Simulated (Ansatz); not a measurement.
# InSi3H9: basis-set convergence

The task here is to estimate one member of a computed series from the others.

Program: Ansatz 0.2.0, Gaussian basis. Level of theory: one geometry, several basis sets. These are calculated values, not measurements.

Plan: PBE0-D4/def2-SVP; ωB97M-V/def2-SVP; PBE0-D4/def2-QZVPP; ωB97M-V/def2-QZVPP; the functionals' def2-TZVPP values are taken from earlier runs.

### Structure used throughout

The geometry comes from an earlier relaxation with PBE0-D4 in a triple-zeta def2 set; it is a stationary point, not always the lowest conformer. In takes the def2 core potential; no spin-orbit term is included.

SMILES `[SiH3][In]([SiH3])[SiH3]`, 13 atoms, charge 0, spin multiplicity 1.

Atoms are counted from 1 here; the program's logs count them from 0.

Bond lengths: Si1–In2 2.584 Å, Si1–H5 1.489 Å, Si1–H6 1.492 Å, Si1–H7 1.490 Å, In2–Si3 2.584 Å, In2–Si4 2.584 Å, Si3–H8 1.490 Å, Si3–H9 1.490 Å, Si3–H10 1.492 Å, Si4–H11 1.490 Å, Si4–H12 1.492 Å, Si4–H13 1.489 Å. Angles: In2–Si1–H5 112.6°, In2–Si1–H6 108.6°, In2–Si1–H7 112.5°, H5–Si1–H6 107.5°, H5–Si1–H7 108.0°, H6–Si1–H7 107.4°, Si1–In2–Si3 119.8°, Si1–In2–Si4 120.1°, Si3–In2–Si4 119.9°, In2–Si3–H8 112.6°, In2–Si3–H9 112.5°, In2–Si3–H10 108.6°, H8–Si3–H9 107.9°, H8–Si3–H10 107.5°, H9–Si3–H10 107.5°, In2–Si4–H11 112.5°, In2–Si4–H12 108.6°, In2–Si4–H13 112.6° and more.

Geometry (Å):

```
Si   -0.5946    2.3256   -0.9477
In    0.0415   -0.0177   -0.0641
Si    2.1223   -0.3028    1.4414
Si   -1.4864   -2.0442   -0.5491
H    -1.3736    2.2679   -2.2159
H    -1.4476    3.0039    0.0716
H     0.5965    3.1895   -1.1795
H     2.7150   -1.6659    1.3450
H     3.1920    0.6860    1.1304
H     1.7159   -0.0907    2.8614
H    -0.7364   -3.3308   -0.5750
H    -2.5062   -2.1424    0.5358
H    -2.2181   -1.9131   -1.8398
```

Set-up of the first run:

File in.yaml:

```yaml
crystal:
  periodic: [false, false, false]
  atoms:
    - {symbol: Si, position_ang: [-0.594581, 2.325609, -0.947683]}
    - {symbol: In, position_ang: [0.041538, -0.017729, -0.064075]}
    - {symbol: Si, position_ang: [2.122302, -0.302775, 1.441376]}
    - {symbol: Si, position_ang: [-1.486419, -2.044156, -0.549074]}
    - {symbol: H, position_ang: [-1.373611, 2.267906, -2.215853]}
    - {symbol: H, position_ang: [-1.447642, 3.003928, 0.071560]}
    - {symbol: H, position_ang: [0.596541, 3.189463, -1.179452]}
    - {symbol: H, position_ang: [2.715026, -1.665861, 1.345013]}
    - {symbol: H, position_ang: [3.192021, 0.685971, 1.130402]}
    - {symbol: H, position_ang: [1.715892, -0.090715, 2.861426]}
    - {symbol: H, position_ang: [-0.736417, -3.330814, -0.574972]}
    - {symbol: H, position_ang: [-2.506237, -2.142383, 0.535832]}
    - {symbol: H, position_ang: [-2.218115, -1.913143, -1.839800]}
basis:
  gaussian: {orbitals: def2-SVP}
hamiltonian: {xc: pbe0, dispersion: d4}
output: {orbitals: {seedname: orbitals}}
```

Started as:

```console
$ ansatz run in.yaml --threads 2 --pin off --events-out ev --progress --plain --max-ram 32768MiB --backend cpu
```

Among the steps run: PBE0-D4 in def2-SVP; ωB97M-V in def2-SVP; PBE0-D4 in def2-QZVPP; ωB97M-V in def2-QZVPP.

One table of the session follows, with a row left open; its other results are not shown here.

It belongs to the step «Density functionals: the series». 

```
functional       basis  HOMO (eV)  LUMO (eV)
   PBE0-D4    def2-SVP      -7.07      -2.50
   PBE0-D4  def2-TZVPP      -7.05      -2.53
   PBE0-D4  def2-QZVPP          ?          ?
   ωB97M-V    def2-SVP      -8.94      -0.87
   ωB97M-V  def2-TZVPP      -8.95      -0.94
   ωB97M-V  def2-QZVPP      -8.96      -0.95
```

Q: Estimate the row for PBE0-D4, def2-QZVPP from the others.

**Answer.** HOMO (eV): -7.05; LUMO (eV): -2.54.
